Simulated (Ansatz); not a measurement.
SiF: band structure with PBE

The system is SiF.

```
CELL_PARAMETERS angstrom
1.33860 0.77284 3.89831
-1.33860 0.77284 3.89831
0.00000 -1.54568 3.89831
ATOMIC_POSITIONS crystal
Si 0.50000 0.50000 0.50000
F 0.00000 0.00000 0.00000
```

The cell was built by a generator and needn't be a form met in nature.

```json
{"Program": "Ansatz 0.2.0", "Task": "band structure", "Functional": "PBE", "Potentials or basis": "Ansatz NC", "Cutoff": "1320 eV (not typed: the program's choice for these potentials)", "k mesh": "12 × 12 × 12", "Occupations": "fermi-dirac, width 0.05 eV", "Spin": "no spin polarisation", "Path": "[[\"G\", \"L\", \"B1\"], [\"B\", \"Z\", \"G\", \"X\"], [\"Q\", \"F\", \"P1\", \"Z\"], [\"L\", \"P\"]]", "Points for each segment of the path": "14"}
```

```yaml
Pressure: 0.3 GPa
Band_gap_on_the_k_mesh: none (metal or under the smearing width)
```

Stress tensor (GPa, compression positive):
```
 0.50  0.00  0.00
 0.00  0.50  0.00
 0.00  0.00 -0.19
```

Levels at the corners of the path, in eV from the Fermi level:
| point | band 4 | band 5 | band 6 | band 7 | band 8 | band 9 |
| --- | --- | --- | --- | --- | --- | --- |
| Γ | -3.47 | -3.47 | 3.23 | 7.63 | 11.02 | 11.02 |
| L | -4.58 | -4.04 | -2.09 | 2.88 | 6.06 | 8.35 |
| B1 | -6.03 | -2.68 | -1.54 | -0.42 | 4.78 | 8.92 |
| B | -6.03 | -2.68 | -1.54 | -0.42 | 4.78 | 8.92 |
| Z | -3.48 | -3.29 | -0.85 | 10.65 | 10.65 | 12.02 |
| Γ | -3.47 | -3.47 | 3.23 | 7.63 | 11.02 | 11.02 |
| X | -5.82 | -2.99 | -1.05 | -0.98 | 4.72 | 9.07 |
| Q | -5.82 | -2.99 | -1.05 | -0.98 | 4.72 | 9.07 |
| F | -5.01 | -4.11 | -1.60 | 5.21 | 6.49 | 6.61 |
| P1 | -4.09 | -3.83 | -2.02 | 4.37 | 6.49 | 7.34 |
| Z | -3.48 | -3.29 | -0.85 | 10.65 | 10.65 | 12.02 |
| L | -4.58 | -4.04 | -2.09 | 2.88 | 6.06 | 8.35 |
| P | -4.09 | -3.83 | -2.02 | 4.37 | 6.49 | 7.34 |

Wall time 11 s on 2 threads of Intel(R) Xeon(R) Platinum 8488C (Sapphire Rapids), with other jobs on the host, peak memory 0.49 GiB.

Caveat: an odd number of electrons without spin polarisation forces a metal; a magnetic or distorted state may lie lower.
